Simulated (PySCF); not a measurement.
# A diatomic session: ZrSi

An exercise on one series of results from a longer session: the logs are not shown, and one member is left open.

The runs use PySCF 2.14.0; Zr x2c-TZVPPall, Si x2c-TZVPPall, spin-free X2C with a Gaussian nucleus.

The first run:

Settings of the job:

| Item | Value |
| --- | --- |
| atoms | Zr, Si |
| charge | 0 |
| basis | Zr x2c-TZVPPall, Si x2c-TZVPPall |
| Hamiltonian | spin-free X2C with a Gaussian nucleus |
| basis functions | 121 |
| electrons treated | 54 |
| masses in u | 89.9047, 27.9769 |
| levels | PBE0, PBE, r²SCAN, BP86, B97-3, r²SCAN0, M06, ωB97M-V, HF, MP2, SCS-MP2, CCSD, CCSD(T) |
| grid | 80 radial by 434 angular points |
| occupations | held fixed by the projection of orbital angular momentum |
| dissociation limit | Zr + Si, each in its ground configuration |
| starting distance in angstrom | 2.520 |
| values of 2S to try | 0, 2, 4, 6 |

The run is started by

```bash
> OMP_NUM_THREADS=2 python dia.py task.json out
```

Among the steps run: Set-up; The PBE0 curve of the state that the search chose; Higher solutions at PBE0; PBE (GGA); r²SCAN (meta-GGA); BP86 (GGA); B97-3; r²SCAN0; M06 (hybrid meta-GGA); ωB97M-V; UHF; Correlated methods on the Hartree–Fock reference.

One table of the session follows, with a row left open; its other results are not shown here.

Energy (eV) from each level's lowest point:

| R (Å) | UHF | UHF-MP2 | UHF-SCS-MP2 | UHF-CCSD | UHF-CCSD(T) |
| --- | --- | --- | --- | --- | --- |
| 2.169 | 1.135 | 0.997 | 1.087 | n/a | n/a |
| 2.270 | 0.532 | 0.407 | 0.468 | 0.490 | 0.527 |
| 2.371 | 0.186 | 0.106 | 0.146 | 0.162 | 0.185 |
| 2.446 | 0.053 | 0.011 | 0.032 | 0.041 | 0.052 |
| 2.522 | 0.000 | 0.000 | 0.000 | 0.000 | 0.000 |
| 2.598 | 0.007 | 0.057 | 0.029 | 0.021 | 0.010 |
| 2.699 | ? | ? | ? | ? | ? |
| 2.825 | 0.216 | 0.486 | 0.348 | 0.313 | 0.284 |
| 2.976 | 0.396 | 0.861 | 0.648 | 0.599 | 0.575 |
| 3.178 | 0.604 | 1.320 | 1.030 | n/a | n/a |

Q: Estimate the row for R (Å) = 2.699 from the others.

Worked estimate for «UHF». A straight line through the neighbours (2.598, 0.007) and (2.825, 0.216) gives 0.007 + (0.216 − 0.007) × (2.699 − 2.598) / (2.825 − 2.598) = 0.100; a parabola fitted to 4 rows on both sides gives 0.088.

The run gave: UHF: 0.078; UHF-MP2: 0.211; UHF-SCS-MP2: 0.138; UHF-CCSD: 0.118; UHF-CCSD(T): 0.097. In «UHF» the line misses by +0.022 and the parabola by +0.010.

Limits of these values: Lowest PBE0 solution found, without spin–orbit coupling: ⁵Δ (quintet), unpaired electrons σ ↑, π ↑↑, δ ↑. The state is the lowest single determinant that the PBE0 search found; with open d or f shells the true ground state can be another one. Spin–orbit coupling is left out.
